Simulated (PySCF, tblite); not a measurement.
# C4H7BO2S: geometry, infrared bands and NMR shifts

Aim: predict the infrared bands and NMR shifts of C4H7BO2S (`CCOB(O)C=C=S`).

Programs: tblite 0.8.0 and PySCF 2.14.0, with density-fitted response routines of our own. Each step states its level of theory. These are calculated values for one molecule in the gas phase, unless marked as measured. Atoms are numbered from 0 throughout.

## Step 1: The molecule as given

15 atoms, charge 0, multiplicity 1; geometry from: force field or distance geometry start.

Bonds of the start (Å): C0–C1 1.52, C1–O2 1.41, O2–B3 1.45, B3–O4 1.45, B3–C5 1.56, C5–C6 1.31, C6–S7 1.62, C0–H8 1.12, C0–H9 1.13, C0–H10 1.11, C1–H11 1.13, C1–H12 1.09, O4–H13 1.00, C5–H14 1.09.

## Step 2: Geometry optimisation with GFN2-xTB

Job settings and geometry (Å):

```
{"job": {"kind": "relax", "xc": "GFN2-xTB", "basis": "xTB"}, "charge": 0, "multiplicity": 1}
C     -2.329900    -0.510200     0.569800
C     -1.140700    -0.165200    -0.310600
O     -0.242300     0.534100     0.520500
B      0.954600     0.935900    -0.201200
O      1.092800     2.223400    -0.855800
C      1.992900    -0.180100    -0.531100
C      2.520500    -0.951300     0.384000
S      3.191400    -1.910900     1.507300
H     -1.909200    -0.918300     1.519100
H     -2.864600     0.454000     0.806300
H     -3.022400    -1.230900     0.082300
H     -0.632800    -1.142700    -0.562600
H     -1.413500     0.362900    -1.221900
H      1.455900     2.862300    -0.175700
H      2.342900    -0.355200    -1.552200
```

Started as:

```
$ OMP_NUM_THREADS=1 python probes_run.py task.json out
```

The driver reads the jobs from task.json and runs them one after another.

**Question.** This job is followed by: GFN2-xTB harmonic vibrations, gas phase; GIAO PBE0/pcSseg-1 NMR shielding, non-relativistic, gas phase. Predict these results of the whole session: strongest single infrared mode (GFN2-xTB); zero-point energy (GFN2-xTB); ¹³C shifts against TMS (PBE0/pcSseg-1); ¹H shifts against TMS (PBE0/pcSseg-1, means over atoms taken as alike); ¹⁷O shifts against H2O (PBE0/pcSseg-1); ¹¹B shifts against BF3·OEt2 (PBE0/pcSseg-1); ³³S shifts against CS2 (PBE0/pcSseg-1).

As calculated:

| quantity | value |
| --- | --- |
| strongest single infrared mode (GFN2-xTB) | 1886 cm⁻¹, 805 km/mol |
| zero-point energy (GFN2-xTB) | 68.1 kcal/mol |
| ¹³C shifts against TMS (PBE0/pcSseg-1) | 252.4, 64.7, 50.1, 21.1 ppm |
| ¹H shifts against TMS (PBE0/pcSseg-1, means over atoms taken as alike) | 4.48, 4.36, 3.74, 1.27 ppm |
| ¹⁷O shifts against H2O (PBE0/pcSseg-1) | 146.0, 121.8 ppm |
| ¹¹B shifts against BF3·OEt2 (PBE0/pcSseg-1) | 26.6 ppm |
| ³³S shifts against CS2 (PBE0/pcSseg-1) | 218 ppm |

In words: Over 161 steps the energy fell by 1.729 eV; of the close pairs, O2–B3 changed most, 1.454 to 1.352 Å. No mode is imaginary among the 39: a minimum at this level. The strongest single mode, at 1886 cm⁻¹, moves mainly C6. Unscaled tight-binding wavenumbers are off by several per cent, some by more. Its intensities can rank the bands wrongly. The most deshielded hydrogen is H14 (hydrogen on an alkene CH), at 4.48 ppm: attached to an sp2 carbon and in the plane of the double bond. At PBE0/pcSseg-1: Shielding is most anisotropic at S7 (span 449 ppm, paramagnetic term -772 ppm).
